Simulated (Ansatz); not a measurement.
# CH₇AlSi₂: how energies converge with the basis set

Aim: see how fast density functionals converge with the basis set for CH₇AlSi₂.

Computed with Ansatz 0.2.0, Gaussian basis. Level: one geometry, several basis sets.

The runs, in order: PBE0-D4/def2-SVP; ωB97M-V/def2-SVP; PBE0-D4/def2-QZVPP; ωB97M-V/def2-QZVPP; the functionals' def2-TZVPP values are taken from earlier runs.

## Step 1: Structure used throughout

An earlier PBE0-D4 in a triple-zeta def2 set relaxation fixed the geometry.

11 atoms, charge 0, spin multiplicity 1.

Atoms are counted from 1 here; the program's logs count them from 0.

Bond lengths: C1–Al2 1.947 Å, C1–H5 1.092 Å, C1–H6 1.094 Å, C1–H7 1.095 Å, Al2–Si3 2.411 Å, Al2–Si4 2.410 Å, Si3–Si4 2.335 Å, Si3–H8 1.491 Å, Si3–H9 1.500 Å, Si4–H10 1.491 Å, Si4–H11 1.500 Å. Angles: Al2–C1–H5 112.3°, Al2–C1–H6 110.5°, Al2–C1–H7 109.9°, H5–C1–H6 108.7°, H5–C1–H7 108.2°, H6–C1–H7 107.1°, C1–Al2–Si3 150.3°, C1–Al2–Si4 151.8°, Si3–Al2–Si4 57.9°, Al2–Si3–Si4 61.0°, Al2–Si3–H8 143.8°, Al2–Si3–H9 98.5°, Si4–Si3–H8 128.6°, Si4–Si3–H9 105.3°, H8–Si3–H9 109.3°, Al2–Si4–Si3 61.1°, Al2–Si4–H10 143.6°, Al2–Si4–H11 98.5° and more.

## Step 2: PBE0-D4 in def2-SVP

in.yaml reads:

```yaml
crystal:
  periodic: [false, false, false]
  atoms:
    - {symbol: C, position_ang: [-1.267267, 1.992019, -0.606082]}
    - {symbol: Al, position_ang: [-0.238840, 0.407784, -0.131965]}
    - {symbol: Si, position_ang: [0.296265, -1.353239, 1.425643]}
    - {symbol: Si, position_ang: [1.405734, -1.283150, -0.627707]}
    - {symbol: H, position_ang: [-0.785271, 2.580178, -1.389524]}
    - {symbol: H, position_ang: [-1.413574, 2.629373, 0.270972]}
    - {symbol: H, position_ang: [-2.260761, 1.698278, -0.960036]}
    - {symbol: H, position_ang: [-0.260500, -2.536741, 2.141202]}
    - {symbol: H, position_ang: [1.154959, -0.562753, 2.367860]}
    - {symbol: H, position_ang: [2.852248, -1.502022, -0.914729]}
    - {symbol: H, position_ang: [0.582406, -2.126827, -1.555235]}
basis:
  gaussian: {orbitals: def2-SVP}
hamiltonian: {xc: pbe0, dispersion: d4}
output: {orbitals: {seedname: orbitals}}
```

Launch:

```sh
> ansatz run in.yaml --threads 2 --pin off --events-out ev --progress --plain --max-ram 4352MiB
```

Further steps of the session: ωB97M-V in def2-SVP; PBE0-D4 in def2-QZVPP; ωB97M-V in def2-QZVPP.

Q: Predict the results of all the runs planned. Wanted: PBE0-D4: double and triple zeta above quadruple; ωB97M-V: double and triple zeta above quadruple.

The runs gave:

| quantity | value |
| --- | --- |
| PBE0-D4: double and triple zeta above quadruple | 9.77, 0.77 eV |
| ωB97M-V: double and triple zeta above quadruple | 9.85, 0.74 eV |

For PBE0-D4 the step from double to triple zeta gains 9.01 eV and the next only 0.77 eV. Total energies overstate the basis error of differences, where much of it tends to cancel.
